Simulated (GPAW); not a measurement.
# BEEF-vdW/real-space grid (scalar-relativistic datasets) run of AlCl2F (SMILES [F][Al]([Cl])[Cl])

Aim: ionisation energies of AlCl2F. 

The results are computed with GPAW 26.7.0.

2 further runs of the same task are left out: 2 set aside as unsound or not needed.

### Step 1. The structure to begin with

AlCl2F: 4 atoms, total charge 0, spin state singlet. As SMILES, `[F][Al]([Cl])[Cl]`. Geometry: a GFN2-xTB relaxation, a rough one for these elements and not checked as a minimum.

Bond lengths: Al1–Cl2 2.019 Å, Al1–Cl3 2.019 Å, Al1–F4 1.655 Å. Angles: Cl2–Al1–Cl3 127.3°, Cl2–Al1–F4 116.4°, Cl3–Al1–F4 116.4°.

### Step 2. Ionisation energies at BEEF-vdW/real-space grid (scalar-relativistic datasets)

molecule_ipea.py

```python
from ase import Atoms
from gpaw import GPAW

atoms = Atoms("AlClClF",
    positions=[[ -0.017680,  -0.029510,  -0.000030],
               [  1.994930,  -0.186520,   0.014240],
               [ -1.111650,   1.666840,  -0.016240],
               [ -0.865600,  -1.450810,   0.002030]])
atoms.center(vacuum=4.5)

energies = {}
for name, charge, unpaired in [("neutral", 0, 0), ("oxidised", 1, 1), ("reduced", -1, 1)]:
    atoms.set_initial_magnetic_moments([unpaired / len(atoms)] * len(atoms))
    calculator = GPAW(mode="fd",
                      symmetry="off",
                      charge=charge,
                      h=0.22,
                      maxiter=150,
                      occupations={"name": "fermi-dirac", "width": 0.0, "fixmagmom": unpaired > 0},
                      xc="BEEF-vdW",
                      txt="-")
    atoms.calc = calculator
    energies[name] = atoms.get_potential_energy()
    print(f'{name:10} {energies[name]:12.5f} eV')

ip = energies["oxidised"] - energies["neutral"]
print(f"Vertical IP = {ip:.3f} eV")
ea = energies["neutral"] - energies["reduced"]
print(f"Vertical EA = {ea:.3f} eV")
```

Launch:

```console
$ python molecule_ipea.py > molecule_ipea.log
```

What it wrote:

```text
__  _  _
 | _ |_)|_||  |
 |__||  | ||/\| - 26.7.0

units:  Angstrom and eV
cores:  1
OpenMP: False

Versions:
  Python: 3.12.14
  ASE:    3.29.0
  Numpy:  2.5.5
  Scipy:  1.18.1
  Libxc:  7.0.0

Input parameters:
  mode=FD(),
  charge=0.0,
  h=0.22,
  maxiter=150,
  occupations=Occupations(name='fermi-dirac', width=0.0, fixmagmom=False),
  symmetry=Symmetry(point_group=False, time_reversal=False),
  xc=XC(name='BEEF-vdW')

Diagonalizing LCAO Hamiltonian
Converting LCAO to fd mode
        .-----------------------------.
       /|                             |
      / |                             |
     /  |                             |
    /   |                             |
   /    |                             |
  /     |                             |
 *      |                             |
 |      |        Cl                   |
 |      |         Al   Cl             |
 |      |      F                      |
 |      .-----------------------------.
 |     /                             /
 |    /                             /
 |   /                             /
 |  /                             /
 | /                             /
 |/                             /
 *-----------------------------*

Atoms  # Å, Bohr magnetons
|   | symbol |        x |        y |        z |    initial magnetic moments |
|---|--------|----------|----------|----------|-----------------------------|
| 0 |     Al | 5.593970 | 5.921300 | 4.516210 | ( 0.0000,  0.0000,  0.0000) |
| 1 |     Cl | 7.606580 | 5.764290 | 4.530480 | ( 0.0000,  0.0000,  0.0000) |
| 2 |     Cl | 4.500000 | 7.617650 | 4.500000 | ( 0.0000,  0.0000,  0.0000) |
| 3 |      F | 4.746050 | 4.500000 | 4.518270 | ( 0.0000,  0.0000,  0.0000) |

Unit cell  # Å
| periodic |         x |         y |        z |   lengths |    angles |
|----------|-----------|-----------|----------|-----------|-----------|
|       no | 12.106580 |  0.000000 | 0.000000 | 12.106580 | 90.000000 |
|       no |  0.000000 | 12.117650 | 0.000000 | 12.117650 | 90.000000 |
|       no |  0.000000 |  0.000000 | 9.030480 |  9.030480 | 90.000000 |

Number of symmetries: 1
Symmetry operations  # r_c * U_cc + t_c -> r_c
|   | kind |            matrix            |
|---|------|------------------------------|
| 0 |  E   |  1, 0, 0,  0, 1, 0,  0, 0, 1 |

BZ-sampling:
  Number of BZ points: 1
  Number of IBZ points: 1

  Monkhorst-Pack size: [1, 1, 1]
  Monkhorst-Pack shift: [0, 0, 0]

K-points  # in reciprocal-cell coordinates
|   |                                coordinates |     weight |
|---|--------------------------------------------|------------|
| 0 | (  0.00000000,   0.00000000,   0.00000000) | 1.00000000 |

Uniform wave function grid shape: (np.int64(55), np.int64(55), np.int64(39))
Spin-components: 1 (collinear spins)
Bands:           16
Projectors:      20
Spin-degeneracy: 2
Datatype:        float64

  Storage: CPU
  Wave functions: 15_100_800 bytes (15_100_800 per core)

Parallelization:
  kpt:    1
  domain: 1
  band:   1

Density:
  Valence electrons: 24.0
  Components: 1
  Grid points: [56 56 40]
  Charge: 0.0  # |e|

Potential:
  Grid points: [56 56 40]

species:
  Al:
    name:    Aluminium
    Z:       13.0
    valence: 3
    core:    10
    charge:  0.0  # [|e|]
    file:    Al.PBE.gz
    compensation charges:
      type: gauss
      rc: 0.34  # [Å]
      lmax: 2
    cutoffs:
      filter: 1.91  # [Å]
      core: 2.36  # [Å]
    projectors
    | kind |    occ | energy [eV] | rcut [Å] |
    |------|--------|-------------|----------|
    |   3s |  2.000 |      -7.753 |    1.085 |
    |   3p |  1.000 |      -2.712 |    1.085 |
    |    s |        |      19.459 |    1.085 |
    |    p |        |      24.499 |    1.085 |
    |    d |        |       0.000 |    1.085 |

    Using partial waves for Al as LCAO basis

  Cl:
    name:    Chlorine
    Z:       17.0
    valence: 7
    core:    10
    charge:  0.0  # [|e|]
    file:    Cl.PBE.gz
    compensation charges:
      type: gauss
      rc: 0.25  # [Å]
      lmax: 2
    cutoffs:
      filter: 1.40  # [Å]
      core: 1.49  # [Å]
    projectors
    | kind |    occ | energy [eV] | rcut [Å] |
    |------|--------|-------------|----------|
    |   3s |  2.000 |     -20.689 |    0.794 |
    |   3p |  5.000 |      -8.594 |    0.794 |
    |    s |        |       6.523 |    0.794 |
    |    p |        |      18.617 |    0.794 |
    |    d |        |       0.000 |    0.794 |

    Using partial waves for Cl as LCAO basis

  F:
    name:    Fluorine
    Z:       9.0
    valence: 7
    core:    2
    charge:  0.0  # [|e|]
    file:    F.PBE.gz
    compensation charges:
      type: gauss
      rc: 0.20  # [Å]
      lmax: 2
    cutoffs:
      filter: 1.14  # [Å]
      core: 0.74  # [Å]
    projectors
    | kind |    occ | energy [eV] | rcut [Å] |
    |------|--------|-------------|----------|
    |   2s |  2.000 |     -29.898 |    0.635 |
    |   2p |  5.000 |     -11.110 |    0.635 |
    |    s |        |      -2.687 |    0.635 |
    |    p |        |      16.102 |    0.635 |
    |    d |        |       0.000 |    0.635 |

    Using partial waves for F as LCAO basis

Reference energy: -34427.402842  # eV

eigensolver:
  PPCG
  Converge bands: occupied
  niter=2

density mixing:
  MSR1-Mixer
  Pratt-step length: 0.05
  Maximum mixing coefficient: 0.75
  Old densities: 10
  SVD Regularization: 0.005
  Good broyden scale: 1.0
  Trust region scale: 1.0
  Backstep threshold: 4.0
  History deletion threshold: 6.0
  Fourier metric: weight=20.0, sigma=0.015

occupation numbers:
  # Zero width

FastPoissonSolver using
    Stencil: 6*3+1=19 point O(h^6) finite-difference Laplacian
    FFT axes: []
    FST axes: [np.int64(2), np.int64(0), np.int64(1)]

[... 6 lines left out ...]
convergence criteria:
- Maximum [total energy] change in last 3 cyles: 0.0005 eV / valence electron
[... 13 lines left out ...]
Converged in 14 steps
[... 12 lines left out ...]
  Free energy:    -122.489765
[... 2 lines left out ...]
dipole moment: (0.104347, 0.174544, -0.000318)  # |e|*Ang
[... 94 lines left out ...]
|   |                                coordinates |     weight |
[... 103 lines left out ...]
Reference energy: -34427.402842  # eV
[... 3 lines left out ...]
  Converge bands: occupied
[... 12 lines left out ...]
  Fourier metric: weight=20.0, sigma=0.015
[... 16 lines left out ...]
convergence criteria:
- Maximum [total energy] change in last 3 cyles: 0.0005 eV / valence electron
[... 13 lines left out ...]
Converged in 18 steps
[... 12 lines left out ...]
  Free energy:    -110.735679
[... 2 lines left out ...]
dipole moment: (5.936477, 6.536242, 4.515241)  # |e|*Ang
[... 65 lines left out ...]
 |      |      F                      |
 |      .-----------------------------.
 |     /                             /
 |    /                             /
 |   /                             /
 |  /                             /
 | /                             /
 |/                             /
 *-----------------------------*

Atoms  # Å, Bohr magnetons
|   | symbol |        x |        y |        z |    initial magnetic moments |
|---|--------|----------|----------|----------|-----------------------------|
| 0 |     Al | 5.593970 | 5.921300 | 4.516210 | ( 0.0000,  0.0000,  0.2500) |
| 1 |     Cl | 7.606580 | 5.764290 | 4.530480 | ( 0.0000,  0.0000,  0.2500) |
| 2 |     Cl | 4.500000 | 7.617650 | 4.500000 | ( 0.0000,  0.0000,  0.2500) |
| 3 |      F | 4.746050 | 4.500000 | 4.518270 | ( 0.0000,  0.0000,  0.2500) |

Unit cell  # Å
| periodic |         x |         y |        z |   lengths |    angles |
|----------|-----------|-----------|----------|-----------|-----------|
|       no | 12.106580 |  0.000000 | 0.000000 | 12.106580 | 90.000000 |
|       no |  0.000000 | 12.117650 | 0.000000 | 12.117650 | 90.000000 |
|       no |  0.000000 |  0.000000 | 9.030480 |  9.030480 | 90.000000 |

Number of symmetries: 1
Symmetry operations  # r_c * U_cc + t_c -> r_c
|   | kind |            matrix            |
|---|------|------------------------------|
| 0 |  E   |  1, 0, 0,  0, 1, 0,  0, 0, 1 |

BZ-sampling:
  Number of BZ points: 1
  Number of IBZ points: 1

  Monkhorst-Pack size: [1, 1, 1]
  Monkhorst-Pack shift: [0, 0, 0]

K-points  # in reciprocal-cell coordinates
|   |                                coordinates |     weight |
|---|--------------------------------------------|------------|
| 0 | (  0.00000000,   0.00000000,   0.00000000) | 1.00000000 |

Uniform wave function grid shape: (np.int64(55), np.int64(55), np.int64(39))
Spin-components: 2 (collinear spins)
Bands:           16
Projectors:      20
Spin-degeneracy: 1
Datatype:        float64

  Storage: CPU
  Wave functions: 30_201_600 bytes (30_201_600 per core)

Parallelization:
  kpt:    1
  domain: 1
  band:   1

Density:
  Valence electrons: 24.0
  Components: 2
  Grid points: [56 56 40]
  Charge: -1.0  # |e|

Potential:
  Grid points: [56 56 40]

species:
  Al:
    name:    Aluminium
    Z:       13.0
    valence: 3
    core:    10
    charge:  0.0  # [|e|]
    file:    Al.PBE.gz
    compensation charges:
      type: gauss
      rc: 0.34  # [Å]
      lmax: 2
    cutoffs:
      filter: 1.91  # [Å]
      core: 2.36  # [Å]
    projectors
    | kind |    occ | energy [eV] | rcut [Å] |
    |------|--------|-------------|----------|
    |   3s |  2.000 |      -7.753 |    1.085 |
    |   3p |  1.000 |      -2.712 |    1.085 |
    |    s |        |      19.459 |    1.085 |
    |    p |        |      24.499 |    1.085 |
    |    d |        |       0.000 |    1.085 |

    Using partial waves for Al as LCAO basis

  Cl:
    name:    Chlorine
    Z:       17.0
    valence: 7
    core:    10
    charge:  0.0  # [|e|]
    file:    Cl.PBE.gz
    compensation charges:
      type: gauss
      rc: 0.25  # [Å]
      lmax: 2
    cutoffs:
      filter: 1.40  # [Å]
      core: 1.49  # [Å]
    projectors
    | kind |    occ | energy [eV] | rcut [Å] |
    |------|--------|-------------|----------|
    |   3s |  2.000 |     -20.689 |    0.794 |
    |   3p |  5.000 |      -8.594 |    0.794 |
    |    s |        |       6.523 |    0.794 |
    |    p |        |      18.617 |    0.794 |
    |    d |        |       0.000 |    0.794 |

    Using partial waves for Cl as LCAO basis

  F:
    name:    Fluorine
    Z:       9.0
    valence: 7
    core:    2
    charge:  0.0  # [|e|]
    file:    F.PBE.gz
    compensation charges:
      type: gauss
      rc: 0.20  # [Å]
      lmax: 2
    cutoffs:
      filter: 1.14  # [Å]
      core: 0.74  # [Å]
    projectors
    | kind |    occ | energy [eV] | rcut [Å] |
    |------|--------|-------------|----------|
    |   2s |  2.000 |     -29.898 |    0.635 |
    |   2p |  5.000 |     -11.110 |    0.635 |
    |    s |        |      -2.687 |    0.635 |
    |    p |        |      16.102 |    0.635 |
    |    d |        |       0.000 |    0.635 |

    Using partial waves for F as LCAO basis

Reference energy: -34427.402842  # eV

eigensolver:
  PPCG
  Converge bands: occupied
  niter=2

density mixing:
  MSR1-Mixer
  Pratt-step length: 0.05
  Maximum mixing coefficient: 0.75
  Old densities: 10
  SVD Regularization: 0.005
  Good broyden scale: 1.0
  Trust region scale: 1.0
  Backstep threshold: 4.0
  History deletion threshold: 6.0
  Fourier metric: weight=20.0, sigma=0.015

occupation numbers:
  Fixed magnetic moment: 1.000
  # Zero width

FastPoissonSolver using
    Stencil: 6*3+1=19 point O(h^6) finite-difference Laplacian
    FFT axes: []
    FST axes: [np.int64(2), np.int64(0), np.int64(1)]

xc functional:
  name: BEEF-vdW with 2 nearest neighbor stencil
interpolation: tri-quintic # 5. degree polynomial

Initialization done in: 15.898 s

convergence criteria:
- Maximum [total energy] change in last 3 cyles: 0.0005 eV / valence electron
- Maximum integral of absolute [dens]ity change: 0.0001 electrons / valence electron
- Maximum integral of absolute [eigenst]ate change: 4e-08 eV^2 / valence electron
maximum number of iterations: 150

SCF iterations
|iter     |     time |      energy | eigst |  dens |  magmom |
|---------|----------|-------------|-------|-------|---------|
|iter:   1| 00:06:45 | -122.647352 | +0.81 |       |  +0.9889|
|iter:   2| 00:06:58 | -122.933027 | +0.13 | -0.89 |  +0.9894|
|iter:   3| 00:07:12 | -122.295543 | +0.11 | -0.90 |  +0.9981|
[... 16 lines of this table left out ...]
|iter:  20| 00:11:10 | -122.772721c| -7.65c| -5.69c|  +1.0000|

Converged in 20 steps
SCF loop duration: 266.023 s (13.301 s/step)
Energy contributions relative to reference atoms: (reference = -34427.402842)

Energy contributions:
  Kinetic:          51.075034
  Coulomb:         -44.468898
  Zero:              1.079961
  External:          0.000000
  Xc:             -130.458817
  Entropy:           0.000000
  Spinorbit:         0.000000
  ----------------------------
  Free energy:    -122.772721
  Extrapolated:   -122.772721

dipole moment: (-5.634039, -5.970327, -4.515694)  # |e|*Ang

Total magnetic moment: (0.000000, 0.000000, 1.000000)

Local magnetic moments
|        x |        y |        z |
|----------|----------|----------|
| 0.000000 | 0.000000 | 0.100284 |  # Al   0
| 0.000000 | 0.000000 | 0.029932 |  # Cl   1
| 0.000000 | 0.000000 | 0.030191 |  # Cl   2
| 0.000000 | 0.000000 | 0.012564 |  # F    3

Fermi levels: 2.396, 1.996
Eigenvalues  # (at kpt = [0.000, 0.000, 0.000])
| band index |      eig [eV] | occ [0-1] |      eig [eV] | occ [0-1] |
|------------|---------------|-----------|---------------|-----------|
|          0 |       -24.098 |     1.000 |       -24.056 |     1.000 |
|        ... |               |           |               |           |
|          5 |        -5.640 |     1.000 |        -5.578 |     1.000 |
|          6 |        -5.323 |     1.000 |        -5.252 |     1.000 |
|          7 |        -4.831 |     1.000 |        -4.786 |     1.000 |
[... 7 lines of this table left out ...]
|         15 |         3.319 |     0.000 |         3.420 |     0.000 |

Gap: 0.413 eV
Transition (v -> c):
  (s=1, k=0, n=12, [0.00, 0.00, 0.00]) -> (s=0, k=0, n=13, [0.00, 0.00, 0.00])
No difference between direct/indirect transitions
vacuum-level: 0.000  # V
reduced      -122.77272 eV
Vertical IP = 11.754 eV
Vertical EA = 0.283 eV
```

It took 11 min on 1 thread of Intel Xeon at 2.70GHz, shared host; peak memory 1.9 GiB.

### Step 3. Summary of results

Level: BEEF-vdW/real-space grid (scalar-relativistic datasets).

| quantity | value |
| --- | --- |
| first ionisation energy | 11.75 eV |
